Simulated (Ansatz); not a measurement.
# BF2GeH3: the cost of one run

Program: Ansatz 0.2.0. Level of theory: RKS PBE-D4/def2-SVP. These are calculated values, not measurements.

## (1) The system as given

Bond lengths: B1–Ge2 2.029 Å, Ge2–F3 1.759 Å, Ge2–F4 1.760 Å, B1–H5 1.162 Å, B1–H6 1.162 Å, Ge2–H7 1.515 Å. Angles: B1–Ge2–F3 108.2°, B1–Ge2–F4 108.0°, B1–Ge2–H7 135.5°, F3–Ge2–F4 98.7°, F3–Ge2–H7 100.4°, F4–Ge2–H7 100.4°, Ge2–B1–H5 119.5°, Ge2–B1–H6 119.6°, H5–B1–H6 120.8°.

Coordinates:

```xyz
7

B    -0.9085    0.9481    0.0316
Ge    0.6263   -0.3706   -0.1163
F     0.9428   -1.0253    1.4849
F     0.0155   -1.8314   -0.8844
H    -1.6992    1.0048   -0.8184
H    -1.0089    1.6077    0.9828
H     2.0319   -0.3332   -0.6802
```

## (2) End point A

File input.yaml:

```yaml
crystal:
  periodic: [false, false, false]
  atoms:
    - { symbol: B, position_ang: [-0.90847, 0.94807, 0.03161] }
    - { symbol: Ge, position_ang: [0.62633, -0.37057, -0.11627] }
    - { symbol: F, position_ang: [0.94283, -1.02531, 1.48495] }
    - { symbol: F, position_ang: [0.01552, -1.83141, -0.88445] }
    - { symbol: H, position_ang: [-1.69925, 1.00475, -0.81843] }
    - { symbol: H, position_ang: [-1.00885, 1.60769, 0.9828] }
    - { symbol: H, position_ang: [2.03189, -0.33322, -0.68022] }
basis:
  gaussian: { orbitals: def2-SVP }
hamiltonian:
  xc: pbe
  dispersion: d4
relax:
  f_tol: 0.02
  max_steps: 50
output:
  orbitals: {}
```

Command:

```bash
> ansatz run input.yaml --threads 2 --pin off --max-ram 3072MiB --backend cpu --events-out ev --progress --plain --runs-dir out
```

What time and memory should one allow on 2 threads of Arm Neoverse V1, shared host?

About 9.4 s, with a peak of 0.12 GiB.
